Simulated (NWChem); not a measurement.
**SVWN5/cc-pVDZ run of GeHF (SMILES [F][GeH])**

What is the electronic atomisation energy of GeHF at SVWN5/cc-pVDZ? 

Program for the calculation: NWChem 7.3.0.

## (1) Starting point

GeHF: 3 atoms, total charge 0, spin state singlet. As SMILES, `[F][GeH]`. Geometry: relaxed at PBE0-D4/def2-TZVP.

Bond lengths: F1–Ge2 1.757 Å, Ge2–H3 1.609 Å. Angles: F1–Ge2–H3 94.2°.

## (2) The energy at SVWN5/cc-pVDZ (run 1)

The input, struct.xyz:

```xyz
3

F      0.672100     1.012600     0.469700
Ge    -0.657900     0.195200    -0.335600
H     -0.025200    -1.272700    -0.147400
```

The input, struct.nw:

```
start struct
memory stack 880 mb heap 220 mb global 1100 mb

geometry noautosym nocenter noautoz
load format xyz struct.xyz
end

basis spherical bse
* library cc-pVDZ
end

dft
xc slater vwn_5
grid fine
convergence energy 1e-08
iterations 100
mulliken
print low
end

task dft
```

The run is started by

```sh
$ nwchem struct.nw > struct.out
```

Log:

```text
[...]
 d= 0,ls=0.0,diis     1  -2173.5299868893 -2.27D+03  4.49D-02  8.07D-01     4.3
[...]
 d= 0,ls=0.0,diis    10  -2173.6205112125 -7.88D-10  6.16D-07  5.87D-10    22.5
         Total DFT energy =    -2173.620511212452
      One electron energy =    -3231.166740570910
           Coulomb energy =     1044.316618320764
    Exchange-Corr. energy =      -85.983036505970
 Nuclear repulsion energy =       99.212647543664
[...]
      Total Density - Mulliken Population Analysis
     ---------------------------------------------
    Atom       Charge   Shell Charges
 -----------   ------   -------------------------------------------------------
    1 F    9     9.30   2.01  0.88  1.04  3.30  2.07  0.00
    2 Ge  32    31.62   2.00  2.00  2.02  1.18  0.69  6.00  6.01  1.01  0.56  9.90  0.24
    3 H    1     1.09   0.67  0.40  0.01
[...]
```

Wall time 23 s (1 thread of Intel Xeon Platinum 8488C (Sapphire Rapids), shared host); peak memory 0.1 GiB.

## (3) The F atom at the same level (run 2)

The input, calc.nw:

```
start calc
memory 2200 mb

geometry units angstrom noautosym nocenter noautoz
   F        0.000000       0.000000       0.000000
end

basis spherical bse
   * library cc-pVDZ
end

dft
   xc slater vwn_5
   mult 2
   grid fine
   convergence energy 1e-08
   maxiter 100
   mulliken
   print low
end

task dft energy
```

Run the same way, it converges to -99.06020 Eh (log not shown).

## (4) The Ge atom, same level (run 3)

The input, mol.xyz:

```xyz
1
Ge
Ge     0.000000     0.000000     0.000000
```

The input, mol.nw:

```
start mol
title "Ge"
memory total 2200 mb
geometry noautosym nocenter noautoz
 load mol.xyz
end
basis spherical bse
 * library cc-pVDZ
end
dft
 xc slater vwn_5
 mult 3
 grid fine
 convergence energy 1e-08
 iterations 100
 mulliken
 print low
end
task dft energy
```

The run is started by

```sh
$ nwchem mol.nw > mol.out
```

Log:

```text
[...]
 d= 0,ls=0.0,diis     1  -2073.7046870008 -2.07D+03  3.52D-02  4.62D-02     2.9
[...]
 d= 0,ls=0.5,diis    12  -2073.7275041000 -4.79D-09  2.08D-06  1.99D-09    15.7
[...]
         Total DFT energy =    -2073.727504101408
      One electron energy =    -2892.760597563483
           Coulomb energy =      894.776518574874
    Exchange-Corr. energy =      -75.743425112798
 Nuclear repulsion energy =        0.000000000000
[...]
      Total Density - Mulliken Population Analysis
     ---------------------------------------------
    Atom       Charge   Shell Charges
 -----------   ------   -------------------------------------------------------
    1 Ge  32    32.00   2.00  2.00  2.02  1.23  0.76  6.00  6.01  0.91  1.08  9.90  0.10
     --------------------------------------------
      Spin Density - Mulliken Population Analysis
     --------------------------------------------
    Atom       Charge   Shell Charges
 -----------   ------   -------------------------------------------------------
    1 Ge  32     2.00   0.00 -0.00  0.00 -0.00  0.00  0.00  0.00  0.91  1.08 -0.01  0.01
[...]
      <S2> =      2.0008 (Exact =     2.0000)
[...]
```

It took 18 s on 1 thread of Intel Xeon Platinum 8488C (Sapphire Rapids), shared host; peak memory 0.1 GiB.

## (5) The H atom at the same level (run 4)

The input, struct.nw:

```
start struct
title "H"
memory stack 880 mb heap 220 mb global 1100 mb

geometry noautosym nocenter noautoz
   H     0.000000    0.000000    0.000000
end

basis spherical bse
   * library cc-pVDZ
end

dft
   xc slater vwn_5
   mult 2
   grid fine
   convergence energy 1e-08
   maxiter 100
   mulliken
   print low
end

task dft energy
```

The run is started by

```sh
$ nwchem struct.nw > struct.out
```

Log:

```text
[...]
 d= 0,ls=0.0,diis     1     -0.4768889244 -4.77D-01  1.21D-02  8.34D-04     0.0
[...]
 d= 0,ls=0.0,diis     4     -0.4774668562 -7.62D-12  1.68D-10  1.96D-19     0.1
[...]
         Total DFT energy =       -0.477466856166
      One electron energy =       -0.498733713632
           Coulomb energy =        0.302480529160
    Exchange-Corr. energy =       -0.281213671694
 Nuclear repulsion energy =        0.000000000000
[...]
      Total Density - Mulliken Population Analysis
     ---------------------------------------------
    Atom       Charge   Shell Charges
 -----------   ------   -------------------------------------------------------
    1 H    1     1.00   0.51  0.49  0.00
     --------------------------------------------
      Spin Density - Mulliken Population Analysis
     --------------------------------------------
    Atom       Charge   Shell Charges
 -----------   ------   -------------------------------------------------------
    1 H    1     1.00   0.51  0.49  0.00
[...]
      <S2> =      0.7500 (Exact =     0.7500)
[...]
```

Run time: 0.64 s. Hardware: 1 thread of Intel Xeon Platinum 8488C (Sapphire Rapids), shared host; peak memory 0.1 GiB.

## (6) All runs side by side

```tsv
run	level	partner	energy (Eh)	wall time
1	SVWN5/cc-pVDZ	base	-2173.620511	23 s
2	USVWN5/cc-pVDZ	atoms	-99.060198	0.84 s
3	USVWN5/cc-pVDZ	atoms	-2073.727504	18 s
4	USVWN5/cc-pVDZ	atoms	-0.477467	0.64 s
```

## (7) Summary of results

Level: SVWN5/cc-pVDZ.

| quantity | value |
| --- | --- |
| H atom: total energy | -0.47747 Eh |
| H atom: ⟨S²⟩ | 0.750 |
| electronic atomisation energy | 9.669 eV |

What this shows: Taking the molecule apart into free atoms costs 9.67 eV (223 kcal/mol), before zero-point energy and without spin-orbit coupling. All runs together took 43 s, the longest 23 s.
